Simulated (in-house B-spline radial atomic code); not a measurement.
# Os¹¹⁺: density, ELF and screening along the radius

Aim: the shell structure of Os¹¹⁺ in the radial density, the electron localisation function and the screened nuclear charge, under several settings.

Method: several methods, spin-polarised, as named in each step; spherical all-electron atom at the radial basis limit. Code: in-house B-spline radial atomic code version 1.

## Step 1: Starting point

```
element       : osmium (Z = 76)
charge        : +11
electrons     : 65
configuration : [Kr] 4d10 4f13 5s2 5p3 5f1
nucleus       : point (non-relativistic runs) or finite (X2C runs)
```

Outer shells as boxes (Hund's rule):

[Kr] 4d10 4f13 5s2 5p3 5f1
```
[Kr] core
4d [↑↓][↑↓][↑↓][↑↓][↑↓]
4f [↑↓][↑↓][↑↓][↑↓][↑↓][↑↓][↑ ]
5s [↑↓]
5p [↑ ][↑ ][↑ ]
5f [↑ ][  ][  ][  ][  ][  ][  ]
```

Where spins are not typed, each open shell is filled with up spins first.

## Step 2: Hartree-Fock, non-rel., [Kr] 4d10 4f13 5s2 5p3 5f1

Input settings:

```ini
Z = 76
electrons = 65.0
configuration = [Kr] 4d10 4f13 5s2 5p3 5f1
hamiltonian = nr
method = hf
spin_polarised = True
```

Run with:

```
$ python run_scf.py task.json out
```

One command runs all members of the session, one after another, from task.json.

## Step 3: LDA (VWN5), non-rel., [Kr] 4d9 4f14 5s2 5p3 6d1

Input settings:

```ini
Z = 76
electrons = 65.0
configuration = [Kr] 4d9 4f14 5s2 5p3 6d1
hamiltonian = nr
method = lda,vwn
spin_polarised = True
```

## Step 4: Hartree-Fock, non-rel., [Kr] 4d10 4f14 5s2 5p2 5f1

Input settings:

```ini
Z = 76
electrons = 65.0
configuration = [Kr] 4d10 4f14 5s2 5p2 5f1
hamiltonian = nr
method = hf
spin_polarised = True
```

## Step 5: PBE, X2C, [Kr] 4d10 4f13 5s2 5p3 6f1

Input settings:

```ini
Z = 76
electrons = 65.0
configuration = [Kr] 4d10 4f13 5s2 5p3 6f1
hamiltonian = x2c
method = pbe,pbe
spin_polarised = True
nucleus = fermi
rms_radius = 5.4126
mass_number = 192
atomic_mass = 191.961478765
speed_of_light = 137.035999084
```

## Step 6: r2SCAN, X2C, [Kr] 4d10 4f13 5s2 5p4

Input settings:

```ini
Z = 76
electrons = 65.0
configuration = [Kr] 4d10 4f13 5s2 5p4
hamiltonian = x2c
method = r2scan
spin_polarised = True
nucleus = fermi
rms_radius = 5.4126
mass_number = 192
atomic_mass = 191.961478765
speed_of_light = 137.035999084
```

How large is the system in each run, where do the shell borders lie, and what is the highest level?

**Answer**, as computed:

| run | total energy (hartree) | highest level (eV) | radius holding 50 / 90 / 99 % (bohr) | radius at n = 0.001 (bohr) | ELF minima on the full grid (bohr) |
| --- | --- | --- | --- | --- | --- |
| Hartree-Fock, non-rel., [Kr] 4d10 4f13 5s2 5p3 5f1 | -16250.1119 | -119.74 | 0.325 / 0.839 / 1.65 | 2.69 | 0.028, 0.098, 0.28, 0.81 |
| LDA (VWN5), non-rel., [Kr] 4d9 4f14 5s2 5p3 6d1 | -16236.5244 | -98.710 | 0.324 / 0.844 / 2.08 | 3.33 | 0.032, 0.097, 0.29, 0.86, 1.7 |
| Hartree-Fock, non-rel., [Kr] 4d10 4f14 5s2 5p2 5f1 | -16251.3472 | -117.63 | 0.325 / 0.810 / 1.64 | 2.73 | 0.028, 0.100, 0.29, 0.83 |
| PBE, X2C, [Kr] 4d10 4f13 5s2 5p3 6f1 | -17212.8897 | -74.243 | 0.320 / 0.831 / 2.56 | 3.87 | 0.023, 0.087, 0.27, 0.81, 2.0 |
| r2SCAN, X2C, [Kr] 4d10 4f13 5s2 5p4 | -17218.6886 | -225.44 | 0.321 / 0.824 / 1.43 | 2.20 | 0.028, 0.094, 0.26, 0.72 |

In the first run ELF has 4 minima on the grid, which mark the borders between shells. On the record's full grid the screened charge (r times the electrostatic potential) falls from 75.9 near the nucleus to 11.00 at 5.5 bohr; far out it tends to the net charge, 11. The radius that holds 99 % of the electrons runs from 1.43 bohr (r2SCAN, X2C, [Kr] 4d10 4f13 5s2 5p4) to 2.56 bohr (PBE, X2C, [Kr] 4d10 4f13 5s2 5p3 6f1). The grid is coarse (about 23 % a step), so the places of minima are rough. For X2C runs ELF uses the non-relativistic kinetic energy density, and the fields carry no picture-change correction.
